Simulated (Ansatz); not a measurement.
# ZrNH₃ (triplet): geometry optimisation

Aim: relax a generated start of ZrNH₃ (triplet) and see which bonds hold.

Computed with Ansatz 0.2.0, Gaussian basis. Level: UKS PBE0/def2-TZVP.

## (1) Starting geometry

5 atoms, charge 0, spin multiplicity 3.

Atoms are counted from 1 here; the program's logs count them from 0.

Bond lengths: Zr1–N2 2.009 Å, Zr1–H3 2.552 Å, Zr1–H4 2.552 Å, Zr1–H5 2.552 Å, N2–H3 1.021 Å, N2–H4 1.021 Å, N2–H5 1.021 Å. Angles: N2–Zr1–H3 22.0°, N2–Zr1–H4 22.0°, N2–Zr1–H5 22.0°, H3–Zr1–H4 37.9°, H3–Zr1–H5 37.9°, H4–Zr1–H5 37.9°, Zr1–N2–H3 110.5°, Zr1–N2–H4 110.5°, Zr1–N2–H5 110.5°, H3–N2–H4 108.5°, H3–N2–H5 108.5°, H4–N2–H5 108.5°, Zr1–H3–N2 47.5°, Zr1–H4–N2 47.5°, Zr1–H5–N2 47.5°.

The start was built by rule and, where that kept it together, relaxed with GFN2-xTB. Sticks and bond lists go by distance. No spin-orbit coupling is included. Elements past krypton take def2 core potentials.

## (2) The run

Contents of in.yaml:

```yaml
crystal:
  periodic: [false, false, false]
  atoms:
    - {symbol: Zr, position_ang: [-0.325995, 0.000000, 0.000000]}
    - {symbol: N, position_ang: [1.682805, 0.000000, 0.000000]}
    - {symbol: H, position_ang: [2.039805, -0.956402, 0.002070]}
    - {symbol: H, position_ang: [2.039805, 0.479994, 0.827234]}
    - {symbol: H, position_ang: [2.039805, 0.476409, -0.829304]}
basis:
  gaussian: {orbitals: def2-TZVP}
magnetization: {spin_polarized: true, initial_magnetization: 2}
hamiltonian: {xc: pbe0}
relax: {f_tol: 0.004, max_steps: 80}
```

On the command line:

```sh
$ ansatz run in.yaml --threads 1 --pin off --events-out ev --progress --plain --max-ram 2176MiB
```

**Question.** What will these runs give? Wanted: energy gained; shift from the start; total energy; dipole moment; ⟨S²⟩.

**Answer**, as computed:

| quantity | value |
| --- | --- |
| steps | 6 |
| energy gained | 0.436 eV |
| shift from the start (rms) | 0.119 Å |
| total energy | -2814.5165 eV |
| dipole moment | 3.88 D |
| ⟨S²⟩ | 2.013 |

What this shows: By distance, Zr1–H3, Zr1–H4, Zr1–H5 opened. Zr1–N2 went from 2.009 to 2.300 Å. No vibrations were run, so this is a stationary point, not a proven minimum, and this spin need not be the ground state's.
